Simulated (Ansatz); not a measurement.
# AlN: the cost of one run

Method: DFT r2SCAN, scalar-relativistic, plane waves, PAW, in Ansatz 0.2.0.

## Step 1: The starting structure

The structure is hexagonal, space group P6_3mc (No. 186). Conventional cell: a = 3.111 Å, b = 3.111 Å, c = 4.978 Å, α = 90.00°, β = 90.00°, γ = 120.00°. Al (site symmetry 3m) has 4 N at 1.89 to 1.92 Å in its first shell of neighbours. N (site symmetry 3m) is surrounded by 4 Al at 1.89 to 1.92 Å.

Coordinates:

```
Al N
1.0
     3.11100    0.00000    0.00000
    -1.55550    2.69421    0.00000
     0.00000    0.00000    4.97800
Al N
2 2
Direct
  0.33333 0.66667 0.00000
  0.66667 0.33333 0.50000
  0.33333 0.66667 0.38500
  0.66667 0.33333 0.88500
```

No relaxation comes first: the listed cell is the starting point.

## Step 2: Zero of energy

Reference values: F = -1856.9670 eV; pressure -0.60 GPa; largest force 0.194 eV/Å; gap on the mesh 4.80 eV. It was computed beforehand with the settings of the runs below.

## Step 3: Normal modes

Contents of input.yaml:

```yaml
crystal:
  lattice:
    - [3.1110021516, 0.0, 0.0]
    - [-1.5555010758, 2.6942068945, 0.0]
    - [0.0, 0.0, 4.978]
  atoms:
    - { symbol: Al, position: [0.3333333333, 0.6666666667, 0.0] }
    - { symbol: Al, position: [0.6666666667, 0.3333333333, 0.5] }
    - { symbol: "N", position: [0.3333333333, 0.6666666667, 0.385] }
    - { symbol: "N", position: [0.6666666667, 0.3333333333, 0.885] }
basis:
  ecutwfc: 500
kpoints:
  mp_grid: { grid: [12, 12, 6] }
hamiltonian:
  xc: r2scan
scf:
  occupations: { method: gaussian, width: 0.05 }
output:
  eigenvalues: true
phonons:
  method: fd
  supercell: [1, 1, 1]
  amplitude: 0.02
  eigenvectors: true
  dielectric: false
```

Run with:

```sh
> ansatz run input.yaml --threads 2 --pin off --max-ram 5120MiB --backend cpu --events-out ev --progress --plain --runs-dir out
```

What time and memory should one allow on 2 threads of Arm Neoverse V1, shared host?

About 64 s, with a peak of 0.8 GiB.
